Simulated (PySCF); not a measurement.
# [Pb(BH4)3]−: other functionals and bases at one geometry

One table from this session's results is given with a row withheld; the runs are named, their logs left out.

Computed with PySCF 2.14.0. Level: several levels, as the steps say, no spin–orbit coupling.

1 further run of the same task is left out (for a known fault of the program).

## Starting geometry

16 atoms, charge -1, spin multiplicity 1.

Bond lengths: Pb1–B2 2.667 Å, Pb1–H5 2.246 Å, Pb1–B7 2.667 Å, Pb1–H10 2.246 Å, Pb1–B12 2.667 Å, Pb1–H15 2.246 Å, B2–H3 1.234 Å, B2–H4 1.244 Å, B2–H5 1.280 Å, B2–H6 1.246 Å, B7–H8 1.234 Å, B7–H9 1.244 Å, B7–H10 1.280 Å, B7–H11 1.246 Å, B12–H13 1.234 Å, B12–H14 1.244 Å, B12–H15 1.280 Å, B12–H16 1.246 Å. Angles: B2–Pb1–H5 28.6°, B2–Pb1–B7 112.1°, B2–Pb1–H10 93.5°, B2–Pb1–B12 112.1°, B2–Pb1–H15 102.3°, H5–Pb1–B7 102.3°, H5–Pb1–H10 76.2°, H5–Pb1–B12 93.5°, H5–Pb1–H15 76.2°, B7–Pb1–H10 28.6°, B7–Pb1–B12 112.1°, B7–Pb1–H15 93.5°, H10–Pb1–B12 102.3°, H10–Pb1–H15 76.2°, B12–Pb1–H15 28.6°, Pb1–B2–H3 159.3°, Pb1–B2–H4 80.8°, Pb1–B2–H5 57.1° and more.

Geometry (Å):

```xyz
16
B3H12Pb
Pb    0.0000    0.0000    0.1172
B     2.5550    0.0160   -0.6477
H     3.5361    0.0245   -1.3965
H     2.6022   -0.9069    0.1845
H     1.5882   -0.1978   -1.4590
H     2.4044    1.1220   -0.0936
B    -1.2913    2.2047   -0.6477
H    -1.7892    3.0501   -1.3965
H    -0.5157    2.7070    0.1845
H    -0.6228    1.4744   -1.4590
H    -2.1739    1.5212   -0.0936
B    -1.2637   -2.2207   -0.6477
H    -1.7469   -3.0746   -1.3965
H    -2.0865   -1.8001    0.1845
H    -0.9654   -1.2766   -1.4590
H    -0.2305   -2.6433   -0.0936
```

Formal oxidation states: Pb +2. An earlier session relaxed this geometry at PBE, Pb def2-SVP with ECP60, B def2-SVP, H def2-SVP (singlet, point group C3).

At PBE on the finer grid: E = -274.456236 Eh, HOMO -2.63 eV, LUMO 1.77 eV, Mulliken charge on Pb1 +0.42 e, largest force component 0.009 eV/Å. 

Levels to run: revPBE; TPSS; HF; BP86; PBE, TZVP; PBE, x2c-SVP. Hardware: 2 threads of Arm Neoverse V2, shared host.

The first run:

The input, run.py (the lines that set the calculation):

```python
mol = gto.M(atom='''
Pb     0.00000     0.00000     0.11723
B      2.55501     0.01598    -0.64768
H      3.53607     0.02447    -1.39650
H      2.60220    -0.90691     0.18448
H      1.58824    -0.19779    -1.45903
H      2.40438     1.12203    -0.09363
B     -1.29135     2.20472    -0.64766
H     -1.78923     3.05010    -1.39646
H     -0.51569     2.70703     0.18450
H     -0.62283     1.47436    -1.45902
H     -2.17390     1.52124    -0.09360
B     -1.26367    -2.22070    -0.64767
H     -1.74686    -3.07456    -1.39648
H     -2.08651    -1.80012     0.18450
H     -0.96543    -1.27656    -1.45902
H     -0.23049    -2.64327    -0.09362''',
    basis={'Pb': 'def2-SVP', 'B': 'def2-SVP', 'H': 'def2-SVP'},
    ecp={'Pb': 'def2-SVP'},
    charge=-1, spin=0)
mf = dft.RKS(mol, xc='PBE_R,PBE')
mf.grids.atom_grid = (75, 302)
mf = mf.density_fit()  # fitting sets: Pb def2-universal-JKFIT, B def2-universal-JKFIT, H def2-universal-JKFIT
mf.conv_tol = 1e-08; mf.max_cycle = 55
mf.kernel(dm0)  # dm0: the density of the relaxed state
```

On the command line:

```bash
> OMP_NUM_THREADS=2 python run.py
```

Steps of the session up to this table: revPBE; TPSS; HF; BP86; PBE, TZVP; PBE, x2c-SVP.

One of the session's tables, all rows but one given; the rest of the session is left out.

| level | HOMO (eV) | gap (eV) | charge on Pb1 (e) | dipole (D) | largest force component (eV/Å) |
| --- | --- | --- | --- | --- | --- |
| PBE (relaxed here) | -2.63 | 4.40 | 0.42 | 4.21 | 0.01 |
| revPBE | -2.60 | 4.46 | 0.47 | 4.28 | 0.10 |
| TPSS | -2.86 | 4.70 | 0.53 | 4.39 | 0.14 |
| HF | ? | ? | ? | ? | ? |
| BP86 | -2.76 | 4.41 | 0.42 | 4.21 | 0.04 |
| PBE, TZVP | -2.81 | 4.39 | 0.68 | 4.31 | 0.23 |
| PBE, x2c-SVP | -2.64 | 4.40 | 0.44 | 4.20 | 0.64 |

Q: Estimate the row for HF from the others.

**Answer.** HOMO (eV): -6.51; gap (eV): 11.62; charge on Pb1 (e): 0.94; dipole (D): 4.84; largest force component (eV/Å): 0.62. In the column «HOMO (eV)» it is the lowest.

The dipole of a charged species depends on the origin, so these sizes hold for this origin alone.

In one basis the HOMO–LUMO gap runs from 4.40 eV (PBE) to 11.62 eV (HF). The largest leftover force, 0.64 eV/Å with PBE, x2c-SVP, stands at a geometry relaxed at another level. Total energies of different levels can't be compared.
